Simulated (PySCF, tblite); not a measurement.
# C2H6BrFGe: geometry, infrared bands, NMR shifts and spin-spin couplings

What infrared bands, NMR shifts and spin-spin couplings should C2H6BrFGe (`F[C@H]([GeH3])CBr`) show?

The runs use tblite 0.8.0 and PySCF 2.14.0, with density-fitted response routines of our own; the level of theory stands in each step. All values are computed, except where a source is named. Atoms count from 0, in the outputs and in this text.

## (1) The molecule as given

11 atoms, charge 0, multiplicity 1; geometry from: force field or distance geometry start.

Bonds of the start (Å): F0–C1 1.38, C1–Ge2 1.92, C1–C3 1.50, C3–Br4 1.94, C1–H5 1.13, Ge2–H6 1.55, Ge2–H7 1.56, Ge2–H8 1.54, C3–H9 1.14, C3–H10 1.10.

## (2) Relaxing the molecule with GFN2-xTB

The job: settings as JSON, then the geometry in Å.

```
{"job": {"kind": "relax", "xc": "GFN2-xTB", "basis": "xTB"}, "charge": 0, "multiplicity": 1}
F     -0.183100     1.361800     1.564400
C     -0.226500     0.142100     0.922300
Ge     1.494500    -0.119700     0.102800
C     -1.411400     0.130200     0.003800
Br    -1.609900    -1.538100    -0.957600
H     -0.351500    -0.627100     1.742100
H      1.442400    -0.683800    -1.336100
H      2.314600    -1.117600     0.977800
H      2.276700     1.209800     0.062700
H     -2.323600     0.271400     0.670200
H     -1.416600     0.973500    -0.698600
```

Launch:

```
> OMP_NUM_THREADS=1 python probes_run.py task.json out
```

This one command runs all jobs of the session in turn.

Output:

```text
step      E/eV     max force
  0    -491.38446    2.380
  1    -491.53714    1.211
  2    -491.58584    0.599
  3    -491.59966    0.394
  4    -491.60555    0.215
  5    -491.60801    0.158
  6    -491.61029    0.187
  7    -491.61226    0.201
  8    -491.61448    0.132
  9    -491.61630    0.127
 10    -491.61769    0.100
 11    -491.61869    0.105
 12    -491.61953    0.083
 13    -491.62031    0.078
 14    -491.62101    0.081
 15    -491.62161    0.084
 16    -491.62212    0.082
 17    -491.62262    0.081
 18    -491.62323    0.078
 19    -491.62394    0.087
 20    -491.62460    0.082
 21    -491.62506    0.057
 22    -491.62538    0.064
 23    -491.62571    0.067
 24    -491.62620    0.070
 25    -491.62684    0.090
 26    -491.62742    0.068
 27    -491.62773    0.036
 28    -491.62788    0.032
 29    -491.62804    0.044
 30    -491.62827    0.060
 31    -491.62850    0.046
 32    -491.62866    0.035
 33    -491.62878    0.034
 34    -491.62892    0.046
 35    -491.62908    0.054
 36    -491.62923    0.034
 37    -491.62932    0.023
 38    -491.62938    0.024
 39    -491.62946    0.041
 40    -491.62956    0.043
 41    -491.62964    0.023
 42    -491.62968    0.015
 43    -491.62971    0.017
 44    -491.62974    0.024
 45    -491.62978    0.020
 46    -491.62980    0.012
 47    -491.62981    0.009
```

It took 0.17 s on 1 thread of AMD EPYC 9R45, shared host.

The steps of the relaxation: (not every step is listed)

```
step  energy from step 0 (eV)  largest force (eV/Å)
   0                   0.0000                2.3802
   1                  -0.1527                1.2106
   2                  -0.2014                0.5988
   3                  -0.2152                0.3941
   4                  -0.2211                0.2147
   5                  -0.2235                0.1584
   6                  -0.2258                0.1871
   7                  -0.2278                0.2009
   8                  -0.2300                0.1325
  11                  -0.2342                0.1051
  14                  -0.2366                0.0810
  17                  -0.2382                0.0806
  20                  -0.2401                0.0823
  23                  -0.2413                0.0671
  26                  -0.2430                0.0685
  29                  -0.2436                0.0436
  32                  -0.2442                0.0354
  35                  -0.2446                0.0540
  38                  -0.2449                0.0244
  41                  -0.2452                0.0232
  42                  -0.2452                0.0150
  43                  -0.2452                0.0173
  44                  -0.2453                0.0243
  45                  -0.2453                0.0198
  46                  -0.2453                0.0123
  47                  -0.2454                0.0093
```

Close pairs (by a distance rule), those that changed most:

```
  bond  before (Å)  after (Å)  change (Å)
C1–Ge2       1.924      2.007      +0.083
Ge2–H7       1.560      1.491      -0.069
Ge2–H6       1.546      1.491      -0.055
Ge2–H8       1.543      1.490      -0.053
 C3–H9       1.138      1.091      -0.047
 C1–H5       1.131      1.096      -0.035
 C1–C3       1.499      1.514      +0.015
 F0–C1       1.379      1.389      +0.010
```

The next job starts from the end point, and lists it.

## (3) Vibrational analysis with GFN2-xTB

The job: settings as JSON, then the geometry in Å.

```
{"job": {"kind": "ir", "xc": "GFN2-xTB", "basis": "xTB"}, "charge": 0, "multiplicity": 1}
F     -0.186712     1.328881     1.644891
C     -0.240840     0.112866     0.976055
Ge     1.538322    -0.129566     0.079704
C     -1.417989     0.156494     0.025156
Br    -1.581933    -1.574480    -0.815348
H     -0.418585    -0.641356     1.751106
H      1.377020    -0.609025    -1.323120
H      2.356874    -1.105676     0.854477
H      2.197857     1.206491     0.079682
H     -2.354045     0.365431     0.545557
H     -1.264546     0.892609    -0.764283
```

Output:

```text
mode    cm-1     km/mol
  1     -97.9      0.29
  2      85.4      5.37
  3     135.1      9.36
  4     231.8      6.66
  5     271.4      8.68
  6     327.7     17.07
  7     484.4     32.76
  8     541.3     86.98
  9     589.7     72.88
 10     675.8      9.70
 11     759.2    292.02
 12     836.5     98.53
 13     840.6    105.77
 14     902.4      0.55
 15     992.7     59.61
 16    1068.5      1.85
 17    1089.6      3.65
 18    1221.0     13.99
 19    1232.7     10.88
 20    1292.1      2.43
 21    1445.1      5.27
 22    2023.3     67.38
 23    2112.0    419.35
 24    2120.8    373.29
 25    2908.7     29.88
 26    2978.9      8.59
 27    2986.7      7.78
```

It took 0.19 s on 1 thread of AMD EPYC 9R45, shared host.

Which atoms move in the most intense modes:

```
cm⁻¹  km/mol                      atoms
 541    87.0  H6 43 %, H8 23 %, H7 19 %
 590    72.9  C1 38 %, H8 16 %, H7 14 %
 759   292.0  H8 33 %, H6 32 %, H7 30 %
 836    98.5           H7 45 %, H6 44 %
 841   105.8  H8 52 %, H6 22 %, H7 21 %
2023    67.4  H6 38 %, H7 36 %, H8 26 %
2112   419.4           H6 56 %, H7 40 %
2121   373.3           H8 70 %, H7 22 %
```

## (4) Shielding tensors: PBE0/pcSseg-1

Settings changed since step 3:

```diff
@@ -1,2 +1,2 @@
-{"job": {"kind": "ir", "xc": "GFN2-xTB", "basis": "xTB"}, "charge": 0, "multiplicity": 1}
+{"job": {"kind": "nmr", "xc": "PBE0", "basis": "pcSseg-1"}, "charge": 0, "multiplicity": 1}
 F     -0.186712     1.328881     1.644891
```

Level: GIAO PBE0/pcSseg-1 NMR shielding, non-relativistic, gas phase.

Output:

```text
coarse grid: 45240 points
cycle   1  E = -4829.4629519375  dE = -1.517e+00  |g| = 1.139e+00  |ddm| = 3.066e+00
cycle   2  E = -4829.4228785941  dE =  4.007e-02  |g| = 1.071e+00  |ddm| = 9.474e-01
cycle   3  E = -4829.5268996962  dE = -1.040e-01  |g| = 2.414e-01  |ddm| = 7.050e-01
cycle   4  E = -4829.5345782613  dE = -7.679e-03  |g| = 7.155e-02  |ddm| = 1.614e-01
cycle   5  E = -4829.5351570915  dE = -5.788e-04  |g| = 1.168e-02  |ddm| = 4.282e-02
cycle   6  E = -4829.5351746768  dE = -1.759e-05  |g| = 2.485e-03  |ddm| = 9.427e-03
cycle   7  E = -4829.5351759220  dE = -1.245e-06  |g| = 1.203e-03  |ddm| = 3.289e-03
final grid: 92368 points
cycle   8  E = -4829.5351643737  dE =  3.502e-07  |g| = 1.705e-03  |ddm| = 2.767e-03
cycle   9  E = -4829.5351634817  dE =  8.920e-07  |g| = 2.521e-03  |ddm| = 3.773e-03
cycle  10  E = -4829.5351650843  dE = -1.603e-06  |g| = 1.334e-04  |ddm| = 2.300e-03
cycle  11  E = -4829.5351650867  dE = -2.377e-09  |g| = 1.253e-05  |ddm| = 8.267e-05
cycle  12  E = -4829.5351650867  dE = -2.728e-11  |g| = 5.359e-06  |ddm| = 1.555e-05
converged SCF energy = -4829.5351650867

GIAO shielding tensors (ppm)
atom      isotropic    diamagn.    paramagn.     s11        s22        s33       span
  0 F      380.204     473.525     -93.321    334.431    388.850    417.331     82.900
  1 C       95.628     244.252    -148.625     47.094     74.838    164.950    117.856
  2 Ge    1552.127    2754.885   -1202.757   1473.242   1509.049   1674.090    200.847
  3 C      143.758     246.690    -102.932    118.371    144.972    167.929     49.558
  4 Br    2392.125    3122.895    -730.770   2055.252   2147.920   2973.202    917.950
  5 H       26.516      29.512      -2.996     23.583     27.702     28.264      4.681
  6 H       27.549      28.451      -0.902     19.225     26.075     37.347     18.121
  7 H       27.831      28.480      -0.649     21.223     22.642     39.629     18.406
  8 H       28.082      28.626      -0.543     21.393     22.947     39.908     18.515
  9 H       27.771      28.099      -0.328     21.188     26.863     35.263     14.075
 10 H       28.118      29.318      -1.199     23.337     26.624     34.394     11.057
```

Run time: 18 s. Hardware: 1 thread of AMD EPYC 9R45, shared host; peak memory 0.72 GiB.

Shifts follow as δ = σ(reference) − σ, with reference shieldings (ppm) from runs at the same level and on the same kind of geometry: 1H TMS 31.72, 13C TMS 186.9, 19F CFCl3 170.9, 73Ge GeMe4 1331, 79Br HBr 2622. The references are single molecules in the gas phase, so shifts against H2O, NH3, PH3, H3PO4 or CFCl3 are not on the usual liquid scales and can be off by tens of ppm. Atoms listed in one row are averaged.

```
     atoms                               environment  σ (ppm)  δ (ppm)
        C1                 sp3 CH bonded to F and Ge     95.6     91.3
        C3                      sp3 CH2 bonded to Br    143.8     43.2
        H5  hydrogen on an sp3 CH bonded to F and Ge    26.52     5.20
        H9       hydrogen on an sp3 CH2 bonded to Br    27.77     3.95
H6, H7, H8       hydrogen on a germanium bonded to C    27.82     3.90
       H10       hydrogen on an sp3 CH2 bonded to Br    28.12     3.60
        F0                 fluorine on an sp3 carbon    380.2   -209.3
       Ge2                germanium bonded to C, 3 H     1552     -221
       Br4                       bromine bonded to C     2392      230
```

The run also stored atomic charges by several schemes (e):

```
atoms  Mulliken    IAO  Hirshfeld  ESP fit
   F0     -0.33  -0.32      -0.12    -0.24
   C1     -0.06  -0.05      -0.02     0.28
  Ge2      0.25   0.46       0.29     0.14
   C3     -0.17  -0.30      -0.06    -0.75
  Br4     -0.17  -0.04      -0.02    -0.04
```

Mayer bond orders: F0–C1 0.83, C1–Ge2 0.84, C1–C3 0.98, C3–Br4 0.99.

The fields below are evaluated on a grid from the run's orbitals.

Frontier orbitals at PBE0/pcSseg-1, with the share of their density that lies nearest to each atom:

```
orbital  energy (eV)                                    lies on
   HOMO        -8.20            Br4 69 %; H6, H9 about 6 % each
   LUMO        -0.23  Br4 42 %; C3 26 %; H9, H10 about 7 % each
```

ELF in a plane through or near 5 of the atoms.

Values, 10 rows by 14 columns:
```
0.00 0.00 0.00 0.00 0.00 0.00 0.00 0.00 0.00 0.00 0.00 0.00 0.00 0.00
0.00 0.00 0.00 0.00 0.00 0.00 0.00 0.02 0.00 0.00 0.00 0.00 0.00 0.00
0.00 0.00 0.00 0.00 0.00 0.03 0.57 0.76 0.60 0.08 0.00 0.00 0.00 0.00
0.00 0.00 0.02 0.16 0.23 0.02 0.70 0.19 0.75 0.03 0.09 0.04 0.00 0.00
0.00 0.00 0.08 0.47 0.55 0.24 0.68 0.45 0.68 0.69 1.00 0.98 0.04 0.00
0.00 0.00 0.06 0.29 0.33 0.73 0.49 0.42 0.50 0.32 0.86 0.53 0.01 0.00
0.00 0.00 0.02 0.17 0.77 0.93 0.49 0.07 0.42 0.57 0.33 0.13 0.00 0.00
0.00 0.00 0.00 0.20 0.98 1.00 0.20 0.37 0.84 0.84 0.81 0.53 0.03 0.00
0.00 0.00 0.00 0.01 0.26 0.38 0.00 0.32 0.73 0.77 0.65 0.26 0.00 0.00
0.00 0.00 0.00 0.00 0.00 0.00 0.00 0.00 0.03 0.05 0.01 0.00 0.00 0.00
```
The map spans 10.0 Å across and 9.0 Å up, centred on the molecule. Atoms in the plane (x, y in Å): F0 (0.2, 1.9), Ge2 (-1.5, -0.2), C3 (1.4, -0.1), H6 (-1.4, -1.6), H9 (2.4, 0.4).

On the surface of density 0.002 e/bohr³ the electrostatic potential runs, from the 1st to the 99th percentile, from -0.83 V near F0 to 1.18 V near H10.

## (5) Indirect couplings: B3LYP/pcSseg-1+pcJ-1

Settings changed since step 4:

```diff
@@ -1,2 +1,2 @@
-{"job": {"kind": "nmr", "xc": "PBE0", "basis": "pcSseg-1"}, "charge": 0, "multiplicity": 1}
+{"job": {"kind": "j", "xc": "B3LYP", "basis": "pcJ-1"}, "charge": 0, "multiplicity": 1}
 F     -0.186712     1.328881     1.644891
```

With the program's defaults for keys left out, this is: B3LYP/pcJ-1 Br:pcSseg-1 Ge:pcSseg-1 indirect spin-spin coupling, non-relativistic, gas phase.

Output:

```text
coarse grid: 45240 points
cycle   1  E = -4830.3184850586  dE = -1.536e+00  |g| = 1.221e+00  |ddm| = 2.874e+00
cycle   2  E = -4830.2571826828  dE =  6.130e-02  |g| = 1.223e+00  |ddm| = 1.068e+00
cycle   3  E = -4830.3899652580  dE = -1.328e-01  |g| = 2.842e-01  |ddm| = 8.201e-01
cycle   4  E = -4830.4002401889  dE = -1.027e-02  |g| = 8.694e-02  |ddm| = 1.906e-01
cycle   5  E = -4830.4010477094  dE = -8.075e-04  |g| = 1.504e-02  |ddm| = 5.044e-02
cycle   6  E = -4830.4010757724  dE = -2.806e-05  |g| = 3.617e-03  |ddm| = 1.273e-02
cycle   7  E = -4830.4010787064  dE = -2.934e-06  |g| = 1.621e-03  |ddm| = 4.683e-03
final grid: 92368 points
cycle   8  E = -4830.4010637676  dE =  8.764e-07  |g| = 2.484e-03  |ddm| = 3.658e-03
cycle   9  E = -4830.4010612399  dE =  2.528e-06  |g| = 4.013e-03  |ddm| = 5.627e-03
cycle  10  E = -4830.4010652455  dE = -4.006e-06  |g| = 2.094e-04  |ddm| = 3.549e-03
cycle  11  E = -4830.4010652510  dE = -5.575e-09  |g| = 2.312e-05  |ddm| = 1.251e-04
cycle  12  E = -4830.4010652512  dE = -1.164e-10  |g| = 7.279e-06  |ddm| = 2.502e-05
converged SCF energy = -4830.4010652512

Indirect spin-spin couplings (Hz)
  i      j    bonds     total        FC       PSO       DSO        SD
  0 F    1 C    1   -241.850  -298.268    31.621     1.194    23.604
  0 F    3 C    2     18.808    24.554    -4.804     0.297    -1.239
  0 F    5 H    2     54.719    46.910    11.053     0.037    -3.281
  0 F    6 H    3     18.081    19.835     0.988    -2.700    -0.042
  0 F    7 H    3      4.816     5.616     1.052    -1.727    -0.126
  0 F    8 H    3     19.805    19.155    -0.107     0.951    -0.194
  0 F    9 H    3     10.358     8.670     1.475     0.570    -0.357
  0 F   10 H    3      3.005     1.283     1.462     0.505    -0.245
  1 C    3 C    1     38.861    39.315    -0.878     0.424         -
  1 C    5 H    1    162.334   161.160    -0.547     1.721         -
  1 C    6 H    2      7.874     8.296    -0.014    -0.407         -
  1 C    7 H    2      9.027     9.504    -0.100    -0.377         -
  1 C    8 H    2      3.407     3.748     0.010    -0.351         -
  1 C    9 H    2     -4.055    -4.334    -0.015     0.294         -
  1 C   10 H    2     -3.953    -4.216    -0.118     0.381         -
  3 C    5 H    2     -2.933    -3.181    -0.097     0.345         -
  3 C    6 H    3      1.603     1.456    -0.082     0.228         -
  3 C    7 H    3      5.651     6.005     0.197    -0.550         -
  3 C    8 H    3     -0.515    -0.348     0.100    -0.266         -
  3 C    9 H    1    161.841   160.564    -0.123     1.399         -
  3 C   10 H    1    158.901   157.510    -0.076     1.467         -
  5 H    6 H    3      0.769     2.158     0.987    -2.375         -
  5 H    7 H    3      2.103     1.802    -0.382     0.683         -
  5 H    8 H    3      1.246     2.826     1.355    -2.936         -
  5 H    9 H    3      6.950     6.112     0.105     0.732         -
  5 H   10 H    3     15.481    14.971     2.575    -2.064         -
  6 H    7 H    2      5.929     9.380     1.177    -4.628         -
  6 H    8 H    2      8.420    11.884     1.145    -4.610         -
  6 H    9 H    4     -0.922    -0.646     1.170    -1.446         -
  6 H   10 H    4      0.906     0.048    -0.714     1.573         -
  7 H    8 H    2      6.002     9.638     1.234    -4.870         -
  7 H    9 H    4      1.674     2.543     1.142    -2.011         -
  7 H   10 H    4     -1.554     0.332     1.050    -2.936         -
  8 H   10 H    4     -0.170    -0.101    -0.190     0.121         -
  9 H   10 H    2     -8.784   -10.152     2.329    -0.961         -
```

Run time: 28 s. Hardware: 1 thread of AMD EPYC 9R45, shared host; peak memory 0.98 GiB.

Couplings of 1 Hz or more, nine at most for each number of bonds, with means over like pairs (isotopes 13C, 19F, 1H):

```
  pair  bonds  J (Hz)  Fermi contact (Hz)  dihedral (°)
 F0–C1      1  -241.8              -298.3             –
 C1–H5      1   162.3               161.2             –
 C3–H9      1   161.8               160.6             –
C3–H10      1   158.9               157.5             –
 C1–C3      1    38.9                39.3             –
 F0–H5      2    54.7                46.9             –
 F0–C3      2    18.8                24.6             –
H9–H10      2    -8.8               -10.2             –
 H6–H7      2     6.8                10.3             –
 C1–H6      2     6.8                 7.2             –
 C1–H9      2    -4.1                -4.3             –
C1–H10      2    -4.0                -4.2             –
 C3–H5      2    -2.9                -3.2             –
H5–H10      3    15.5                15.0          -179
 F0–H6      3    14.2                14.9             –
 F0–H9      3    10.4                 8.7           -57
 H5–H9      3     7.0                 6.1            57
F0–H10      3     3.0                 1.3            66
 C3–H6      3     2.2                 2.4             –
 H5–H6      3     1.4                 2.3             –
```

The spin-dipole term was solved for some atoms only; pairs without it lack that part.

The response was solved for the nuclei of C, F, H alone, so couplings that need other nuclei can be missing.

Quadrupole couplings from the field gradients of the same density:

```
atom  isotope  eQq/h (MHz)     η
 Br4     79Br        586.4  0.04
 Ge2     73Ge        -29.2  0.08
```

Shifts (PBE0/pcSseg-1, unscaled) and these couplings together give the proton spectrum at 600 MHz below. Couplings to quadrupolar nuclei are left out.

1H NMR δ 5.20 (m, 1H), 3.95 (ddd, J = 10.4, 8.8, 7.0 Hz, 1H), 3.90 (dd, J = 14.2, 1.4 Hz, 3H), 3.60 (ddd, J = 15.5, 8.8, 3.0 Hz, 1H).

## (6) What came out

| quantity | value |
| --- | --- |
| strongest single infrared mode (GFN2-xTB) | 2112 cm⁻¹, 419 km/mol |
| zero-point energy (GFN2-xTB) | 43.1 kcal/mol |
| 13C shifts against TMS (PBE0/pcSseg-1) | 91.3, 43.2 ppm |
| 1H shifts against TMS (PBE0/pcSseg-1, means over atoms taken as alike) | 5.20, 3.95, 3.90, 3.60 ppm |
| 19F shifts against CFCl3 (PBE0/pcSseg-1) | -209.3 ppm |
| 73Ge shifts against GeMe4 (PBE0/pcSseg-1) | -221 ppm |
| 79Br shifts against HBr (PBE0/pcSseg-1) | 230 ppm |
| surface potential, 1st and 99th percentile | -0.83 V and 1.18 V |
| largest coupling of the table (B3LYP/pcSseg-1+pcJ-1) | 1J(F,C) F0–C1, -241.8 Hz |

What this shows: The optimisation took 47 steps and gained 0.245 eV; among the close pairs (by a distance rule), C1–Ge2 changed most, from 1.924 to 2.007 Å. The lowest mode is imaginary (98i cm⁻¹), so the xTB geometry is not a minimum. The strongest single mode, at 2112 cm⁻¹, moves mainly H6 and H7. GFN2-xTB is a fitted tight-binding method: band positions and strengths are rough. Its intensities can rank the bands wrongly. C3 stands next to heavy halogen, whose spin-orbit shielding this run leaves out, so the computed shift lies too far downfield, most of all for carbon beside Br or I. The most deshielded carbon is C1 (sp3 CH bonded to F and Ge), at 91.3 ppm: deshielded by the electronegative neighbour. The most deshielded hydrogen is H5 (hydrogen on an sp3 CH bonded to F and Ge), at 5.20 ppm: its carbon carries F, hence the downfield position. At PBE0/pcSseg-1: The widest tensor belongs to Br4: span 918 ppm, with a paramagnetic part of -731 ppm. Of the pairs tabulated at B3LYP/pcSseg-1+pcJ-1, F0–C1 couples most strongly (-241.8 Hz; Fermi contact -298.3 Hz). Couplings across rotatable bonds belong to this one conformer; where others are populated, the observed values are averages. Spin-orbit coupling is left out, which matters for shieldings and couplings at and beside the heavy atoms.
